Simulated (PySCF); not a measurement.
# WO: from the state search to spectroscopic constants

An exercise on one series of results from a longer session: the logs are not shown, and one member is left open.

The runs use PySCF 2.14.0; W def2-TZVPPD with ECP60, O def2-TZVPPD, scalar-relativistic core potentials.

Set-up of the first run:

A driver script around PySCF takes these settings:

```
atoms                         : W, O
charge                        : 0
basis                         : W def2-TZVPPD with ECP60, O def2-TZVPPD
Hamiltonian                   : scalar-relativistic core potentials
basis functions               : 99
electrons treated             : 22
masses in u                   : 183.9509, 15.9949
levels                        : PBE0, PBE, r²SCAN, M06-2X, BLYP, B3LYP, BP86, r²SCAN0, CAM-B3LYP, HF, MP2, SCS-MP2, CCSD, CCSD(T)
grid                          : 80 radial by 434 angular points
occupations                   : held fixed by the projection of orbital angular momentum
dissociation limit            : W + O, each in its ground configuration
starting distance in angstrom : 1.885
values of 2S to try           : 0, 2, 4, 6, 8
```

Started as:

```console
> OMP_NUM_THREADS=2 python dia.py task.json out
```

Steps of the session up to this table: Input; The PBE0 curve of the state that the search chose; Other states along the same grid; PBE; r²SCAN; M06-2X; BLYP; B3LYP (global hybrid GGA); BP86; r²SCAN0 (hybrid meta-GGA); CAM-B3LYP (range-separated hybrid); ROHF (mean field); Adding correlation.

One table of the session follows, with a row left open; its other results are not shown here.

```
       level  Re (Å)  ωe (cm⁻¹)  De (eV)
        ROHF   1.631       1187     3.12
    ROHF-MP2   1.662       1078     8.16
ROHF-SCS-MP2       ?          ?        ?
   ROHF-CCSD   1.651       1118     6.81
ROHF-CCSD(T)   1.667       1063     7.43
         PBE   1.663       1070     8.03
        BLYP   1.674       1047     7.94
        BP86   1.664       1068     8.03
      r²SCAN   1.658       1085     7.17
       B3LYP   1.658       1093     7.34
        PBE0   1.646       1118     7.13
     r²SCAN0   1.645       1119     6.50
      M06-2X   1.644       1129     6.89
   CAM-B3LYP   1.649       1121     7.30
```

**Question.** Estimate the row for ROHF-SCS-MP2.

**Answer.** Re (Å): 1.662; ωe (cm⁻¹): 1082; De (eV): 7.88.

De is counted to W + O in their ground configurations. A positive dipole means W(−)O(+).

Time per point (s) on 2 threads of Intel Xeon 6975P-C, shared host (CPU time, shared integrals of 0.47 s apart; correlated levels include their reference; CCSD comes with the CCSD(T) run); the times are rough: ROHF 1, ROHF-MP2 1.9, ROHF-SCS-MP2 1.9, ROHF-CCSD(T) 110, PBE 1.6, BLYP 0.8, BP86 1.1, r²SCAN 1.5, B3LYP 2.2, PBE0 2.6, r²SCAN0 2.4, M06-2X 2.5, CAM-B3LYP 3.8.

To keep in mind: Lowest PBE0 solution found, without spin–orbit coupling: ³Σ⁻ (triplet), unpaired electrons δ ↑↑. T1 is 0.037 near the minimum (highest on the curve 0.065), which may point to more than one leading configuration. With spin–orbit coupling the term label itself may not hold.
